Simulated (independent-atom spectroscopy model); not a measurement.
# Ta2Au: spectra and optical constants from atomic data

What would one expect for Ta2Au? Wanted: its fluorescence spectrum, its core-loss edges, its X-ray refractive index and its thin-foil X-ray spectrum.

Program: independent-atom spectroscopy model, version 2. Model: independent atoms, textbook formulas over atomic cross sections; no chemical shifts or fine structure; level and line energies, yields and scattering factors come from tables. All values are calculated, but those marked as tabulated.

### Step 1. What is given

| Property | Result |
| --- | --- |
| formula | Ta2Au |
| density | 17.613 g/cm³ (from a DFT-relaxed cell) |
| molar mass | 558.86 g/mol |
| atoms per volume | 56.9 per nm³ |

```csv
element,atoms (%),mass (%)
Ta,66.7,64.8
Au,33.3,35.2
```

### Step 2. XRF spectrum

Model: primary fluorescence of a thick sample under monochromatic X-rays (Sherman equation, cascade cross sections of xraylib); no secondary enhancement or detector response; lines over 1 keV and 0.3 percent, close pairs merged; depth is the 1/e depth of the way in and out.

Input values:

```json
{
  "elements": ["Ta", "Au"],
  "counts": [2, 1],
  "density": 17.613,
  "photon_energy": 8.048,
  "incidence_angle": 30,
  "take_off_angle": 60
}
```

Units: density in g/cm³, photon_energy in keV, incidence_angle in degrees, take_off_angle in degrees.

### Step 3. EELS edges

Model: core-loss signal of a thin specimen = atoms x partial cross section (first Born, Dirac-Hartree-Slater continuum), each subshell from its own tabulated edge; single scattering, no white lines; K, p, d and f edges from 35 to 3200 eV, the lower partner alone where a pair is split widely.

Input values:

```json
{
  "elements": ["Ta", "Au"],
  "counts": [2, 1],
  "density": 17.613,
  "beam_energy": 80,
  "collection_angle": 50,
  "window": 200
}
```

Units: density in g/cm³, beam_energy in keV, collection_angle in mrad, window in eV.

### Step 4. δ and β against photon energy

Model: refractive index n = 1 - delta + i beta from Henke atomic scattering factors, independent atoms (rough under about 100 eV); 1/e length of the intensity, critical angle sqrt(2 delta) where beta is under 0.3 delta.

Input values:

```json
{
  "elements": ["Ta", "Au"],
  "counts": [2, 1],
  "density": 17.613,
  "photon_energy": [91.84, 183.3, 186.0, 392.4, 676.8, 1960.0, 3330.0, 6403.8, 6930.3, 9251.7, 24300.0]
}
```

Units: density in g/cm³, photon_energy in eV.

### Step 5. Thin-foil X-ray spectrum

Model: thin-foil X-ray emission: photons = atoms x relativistic binary-encounter-Bethe cross section (averaged denominator) with Coster-Kronig feeding x tabulated yield and branching; no absorption or detector response; main K, L (from Ca) and M (from Gd) lines over 0.5 percent, close pairs merged.

Input values:

```json
{
  "elements": ["Ta", "Au"],
  "counts": [2, 1],
  "density": 17.613,
  "beam_energy": 120.0,
  "range_end": 20
}
```

Units: density in g/cm³, beam_energy in keV, range_end in keV.

**Question.** What will these runs give? Wanted: strongest fluorescence line; depth of that line; strongest loss edge; strongest thin-foil line.

The runs gave:

| quantity | value |
| --- | --- |
| strongest fluorescence line | Ta Mα1+2, 1.709 keV |
| depth of that line | 0.301 μm |
| strongest loss edge | Au O23, 57.20 eV |
| δ, β at 24300 eV | 4.96e-06, 2.82e-07 |
| 1/e length at 24300 eV | 14.4 μm |
| critical angle there | 0.181° |
| strongest thin-foil line | Ta Mα1+2, 1.709 keV |

**Reading.** The strongest feature of the fluorescence is Ta Mα1+2 at 1.709 keV. With 67 % of the atoms, Ta carries 63 % of the listed signal. The strongest feature of the loss spectrum is Au O23 at 57.20 eV. With 33 % of the atoms, Au carries 86 % of the listed signal. The 1/e length at 24300 eV is 540 times that at 91.84 eV. The strongest feature of the thin-foil spectrum is Ta Mα1+2 at 1.709 keV. With 67 % of the atoms, Ta carries 67 % of the listed signal. Ta Lβ2+15 and Au Lα1 lie only 62 eV apart and may overlap, as may others. These are estimates from free-atom data; close to edges a real sample differs.
